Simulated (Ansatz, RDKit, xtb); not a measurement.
# In2HBrCl: from the formula to a structure

Task: start from the formula In2HBrCl (odd number of electrons), draw up candidate structures, narrow them down in stages, and characterise the one that lies lowest at 1000 K.

Plan: many cheap relaxations first (GFN2-xTB), then density-functional screening, relaxation at B3LYP-D3(BJ)/def2-SVP, vibrations and a final energy. The numbers are computed, not measured.

5 further runs of the same task are left out: 5 set aside as unsound or not needed.

## 1. Drawing up candidates

All bonding patterns within simple valence rules are listed by program: one Lewis structure each, at most two rings and one unusual centre or charged pair. O–O, O–halogen and N–halogen bonds and N–N–N chains are not drawn. That gives 3 candidates.

```
label               SMILES     spin
 c123    [Cl][In][InH][Br]  doublet
 c136    [Cl][InH][In][Br]  doublet
 c598  [Cl][In]([Br])[InH]  doublet
```

Candidates are built by distance geometry, with a force field where one applies, in up to four conformers (letters a to d). 16 starts with atoms placed at random are added, to find patterns that the rules miss.

Q: Predict the outcome of this search (final energies at CCSD(T)/def2-SVP + MP2/def2-TZVPP - MP2/def2-SVP).

| quantity | value |
| --- | --- |
| lowest structure found | [Cl]1[In]<-[Br][InH]<-1, doublet, C1 |
| next finalist | [Cl][In]([Br])[InH], doublet, 20.8 kcal/mol higher in G |
| share at equilibrium, among the finalists | 100.0 % |
| harmonic wavenumbers, lowest and highest (B3LYP-D3(BJ)/def2-SVP) | 26 and 1486 cm⁻¹ |
| rotational constants, same geometry | 0.04108, 0.01789, 0.01252 cm⁻¹ |
| dipole moment (PBE0/def2-TZVPD) | 1.80 D |
| HOMO energy (highest over α and β) (PBE0/def2-TZVPD) | -5.89 eV |
| LUMO energy (lowest over α and β) (PBE0/def2-TZVPD) | -3.09 eV |
| vertical ionisation energy (to the singlet cation) | 7.66 eV |
| vertical electron affinity | 1.50 eV |
| vertical quartet less doublet | +3.42 eV |

The lowest structure found is `[Cl]1[In]<-[Br][InH]<-1`. Among the finalists first place is clear (20.8 kcal/mol); structures outside the list aren't covered. r2SCAN-D4/def2-SVP, B3LYP-D3(BJ)/def2-SVP, HF/def2-SVP and MP2/def2-SVP already put its bonding pattern lowest among the structures in one piece. Spin-orbit coupling, which matters for elements this heavy, is left out. 4 minima inside the window were never screened. A candidate that fell apart on refinement lay below the next finalist; fragments are not ranked, and their entropy would favour them further. The search is not exhaustive (a finite list of starts, one conformer a finalist), so a lower isomer can't be ruled out.
